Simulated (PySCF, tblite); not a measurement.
**C₇H₁₁P: geometry, infrared bands and NMR shifts**

Aim: predict the infrared bands and NMR shifts of C₇H₁₁P (`C=CC1=C(C)CPC1`).

Computed with tblite 0.8.0 and PySCF 2.14.0, with density-fitted response routines of our own, on a single molecule in the gas phase. Atoms count from 0, in the outputs and in this text.

**1. The molecule as given**

19 atoms, charge 0, multiplicity 1; geometry from: force field or distance geometry start.

Bonds of the start (Å): C0–C1 1.35, C1–C2 1.45, C2–C3 1.36, C3–C4 1.50, C3–C5 1.50, C5–P6 1.82, P6–C7 1.83, C7–C2 1.51, C0–H8 1.08, C0–H9 1.09, C1–H10 1.08, C4–H11 1.09, C4–H12 1.10, C4–H13 1.09, C5–H14 1.09, C5–H15 1.08, P6–H16 1.41, C7–H17 1.09, C7–H18 1.09.

**2. Relaxing the molecule with GFN2-xTB**

Job settings and geometry (Å):

```
{"job": {"kind": "relax", "xc": "GFN2-xTB", "basis": "xTB"}, "charge": 0, "multiplicity": 1}
C      2.852400     0.363800     0.105500
C      1.684000    -0.116600    -0.375900
C      0.370800     0.142600     0.171500
C     -0.764900    -0.468100    -0.250300
C     -0.894900    -1.558500    -1.270000
C     -2.059700    -0.100000     0.417400
P     -1.572600     1.516200     1.104700
C      0.220300     1.176200     1.260300
H      3.787600     0.098100    -0.370300
H      2.901300     1.022500     0.970800
H      1.755400    -0.779600    -1.231100
H      0.056800    -1.916300    -1.667400
H     -1.491100    -1.193200    -2.114200
H     -1.401000    -2.426100    -0.850900
H     -2.331700    -0.822400     1.187300
H     -2.876400     0.010600    -0.283900
H     -1.510000     2.218400    -0.115900
H      0.484100     0.750400     2.230900
H      0.779600     2.091100     1.073900
```

The run is started by

```sh
OMP_NUM_THREADS=1 python probes_run.py task.json out
```

One launch serves the whole session: the jobs run in the order shown.

**Question.** This job is followed by: GFN2-xTB harmonic vibrations, gas phase; GIAO PBE0/pcSseg-1 NMR shielding, non-relativistic, gas phase. Predict these results of the whole session: strongest single infrared mode (GFN2-xTB); zero-point energy (GFN2-xTB); 13C shifts against TMS (PBE0/pcSseg-1); 1H shifts against TMS (PBE0/pcSseg-1, means over atoms taken as alike); 31P shifts against H3PO4 (PBE0/pcSseg-1).

The runs gave:

| quantity | value |
| --- | --- |
| strongest single infrared mode (GFN2-xTB) | 2223 cm⁻¹, 204 km/mol |
| zero-point energy (GFN2-xTB) | 97.2 kcal/mol |
| 13C shifts against TMS (PBE0/pcSseg-1) | 149.2, 143.2, 139.0, 119.8, 39.5, 32.5, 18.4 ppm |
| 1H shifts against TMS (PBE0/pcSseg-1, means over atoms taken as alike) | 7.06, 5.44, 5.41, 3.16, 2.62, 2.55, 2.02 ppm |
| 31P shifts against H3PO4 (PBE0/pcSseg-1) | -87.5 ppm |

The optimisation took 45 steps and gained 0.307 eV; among the close pairs (by a distance rule), C5–P6 changed most, from 1.823 to 1.861 Å. No mode is imaginary among the 51: a minimum at this level. The strongest single mode, at 2223 cm⁻¹, moves mainly H16. Unscaled tight-binding wavenumbers are off by several per cent, some by more. Its intensities can rank the bands wrongly. H10 (hydrogen on an alkene CH) lies farthest downfield among hydrogen, at 7.06 ppm; attached to an sp2 carbon and in the plane of the double bond. At PBE0/pcSseg-1: The widest tensor belongs to C1: span 233 ppm, with a paramagnetic part of -205 ppm.
